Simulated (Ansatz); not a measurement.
# C2H7BO2: how energies converge with the basis set

One table from this session's results is given with a row withheld; the runs are named, their logs left out.

The runs use Ansatz 0.2.0, Gaussian basis; one geometry, several basis sets.

The runs, in order: PBE0-D4/def2-SVP; ωB97M-V/def2-SVP; PBE0-D4/def2-QZVPP; ωB97M-V/def2-QZVPP; the functionals' def2-TZVPP values are taken from earlier runs.

### The geometry

All runs share one geometry, relaxed beforehand with PBE0-D4 in a triple-zeta def2 set.

12 atoms, charge 0, spin multiplicity 1.

Atoms are counted from 1 here; the program's logs count them from 0.

Bond lengths: B1–C2 1.551 Å, B1–O4 1.645 Å, B1–H6 1.193 Å, B1–H7 1.200 Å, C2–C3 1.496 Å, C2–O4 1.596 Å, C2–O5 1.349 Å, C3–H8 1.090 Å, C3–H9 1.092 Å, C3–H10 1.097 Å, O4–H11 0.964 Å, O5–H12 0.965 Å. Angles: C2–B1–O4 59.8°, C2–B1–H6 119.2°, C2–B1–H7 118.0°, O4–B1–H6 110.2°, O4–B1–H7 111.0°, H6–B1–H7 120.6°, B1–C2–C3 124.8°, B1–C2–O4 63.0°, B1–C2–O5 119.4°, C3–C2–O4 109.4°, C3–C2–O5 114.7°, O4–C2–O5 108.4°, C2–C3–H8 111.7°, C2–C3–H9 108.3°, C2–C3–H10 111.8°, H8–C3–H9 107.5°, H8–C3–H10 109.2°, H9–C3–H10 108.1° and more.

The first run:

Input file in.yaml:

```yaml
crystal:
  periodic: [false, false, false]
  atoms:
    - {symbol: B, position_ang: [-1.261973, 0.781373, -0.344152]}
    - {symbol: C, position_ang: [0.134254, 0.360693, 0.184071]}
    - {symbol: C, position_ang: [0.484442, -1.008544, 0.675007]}
    - {symbol: O, position_ang: [-0.086233, 0.315864, -1.395852]}
    - {symbol: O, position_ang: [1.052176, 1.310795, 0.459227]}
    - {symbol: H, position_ang: [-1.505323, 1.940814, -0.485534]}
    - {symbol: H, position_ang: [-2.146903, -0.028480, -0.302453]}
    - {symbol: H, position_ang: [-0.244928, -1.751661, 0.351142]}
    - {symbol: H, position_ang: [0.476320, -0.994548, 1.767099]}
    - {symbol: H, position_ang: [1.485100, -1.316208, 0.345595]}
    - {symbol: H, position_ang: [-0.249133, -0.595351, -1.663639]}
    - {symbol: H, position_ang: [1.939202, 0.930153, 0.443289]}
basis:
  gaussian: {orbitals: def2-SVP}
hamiltonian: {xc: pbe0, dispersion: d4}
output: {orbitals: {seedname: orbitals}}
```

Steps of the session up to this table: PBE0-D4 in def2-SVP; ωB97M-V in def2-SVP; PBE0-D4 in def2-QZVPP; ωB97M-V in def2-QZVPP.

One of the session's tables, all rows but one given; the rest of the session is left out.

It belongs to the step «Density functionals: the series». 

```
functional       basis  HOMO (eV)  LUMO (eV)
   PBE0-D4    def2-SVP      -7.84       0.87
   PBE0-D4  def2-TZVPP      -7.96       0.32
   PBE0-D4  def2-QZVPP      -7.99      -0.01
   ωB97M-V    def2-SVP          ?          ?
   ωB97M-V  def2-TZVPP     -10.29       1.79
   ωB97M-V  def2-QZVPP     -10.32       1.22
```

**Question.** Estimate the row for ωB97M-V, def2-SVP.

**Answer.** HOMO (eV): -10.15; LUMO (eV): 2.58. In the column «HOMO (eV)» it lies between ωB97M-V, def2-TZVPP (-10.29) and PBE0-D4, def2-QZVPP (-7.99).
